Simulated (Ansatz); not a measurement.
# F2H2NOTa: the cost of one run

Computed with Ansatz 0.2.0, Gaussian basis. Level: the settings change from run to run.

**1. The relaxed structure**

An earlier PBE0-D4 in a triple-zeta def2 set relaxation fixed the geometry. Ta takes a core potential in def2 sets; no spin-orbit term is included.

SMILES `[NH2][Ta](=[O])([F])[F]`, 7 atoms, charge 0, spin multiplicity 1.

Atoms are counted from 1 here; the program's logs count them from 0.

Bond lengths: N1–Ta2 1.960 Å, N1–H6 1.009 Å, N1–H7 1.011 Å, Ta2–O3 1.712 Å, Ta2–F4 1.883 Å, Ta2–F5 1.883 Å. Angles: Ta2–N1–H6 124.6°, Ta2–N1–H7 124.8°, H6–N1–H7 110.6°, N1–Ta2–O3 104.1°, N1–Ta2–F4 110.7°, N1–Ta2–F5 110.7°, O3–Ta2–F4 110.3°, O3–Ta2–F5 110.3°, F4–Ta2–F5 110.5°.

Geometry (Å):

```
atom    x (Å)    y (Å)    z (Å)
  N1  -0.8832   0.6052   0.5240
 Ta2   0.5645  -0.3983  -0.3366
  O3   0.2280  -2.0317   0.0510
  F4   0.5304  -0.1499  -2.2033
  F5   2.2368   0.1083   0.3663
  H6  -1.6288   0.1884   1.0611
  H7  -0.9867   1.6100   0.4918
```

**2. r2SCAN/ANO-RCC-VTZP**

This run has D3(BJ) dispersion, high accuracy.

The input, in.yaml:

```yaml
crystal:
  periodic: [false, false, false]
  atoms:
    - {symbol: N, position_ang: [-0.883191, 0.605158, 0.524020]}
    - {symbol: Ta, position_ang: [0.564495, -0.398260, -0.336620]}
    - {symbol: O, position_ang: [0.227984, -2.031659, 0.050951]}
    - {symbol: F, position_ang: [0.530437, -0.149877, -2.203312]}
    - {symbol: F, position_ang: [2.236846, 0.108263, 0.366253]}
    - {symbol: H, position_ang: [-1.628759, 0.188392, 1.061093]}
    - {symbol: H, position_ang: [-0.986712, 1.609985, 0.491815]}
basis:
  gaussian: {orbitals: ANO-RCC-VTZP}
hamiltonian: {xc: {name: r2SCAN}, dispersion: d3bj}
accuracy: high
```

Command:

```sh
$ ansatz run in.yaml --threads 4 --pin off --events-out ev --progress --plain --max-ram 10444MiB
```

Q: Estimate wall time and peak memory on 4 threads of Arm Neoverse V1, shared host.

About 2.7 min, with a peak of 2.2 GiB.
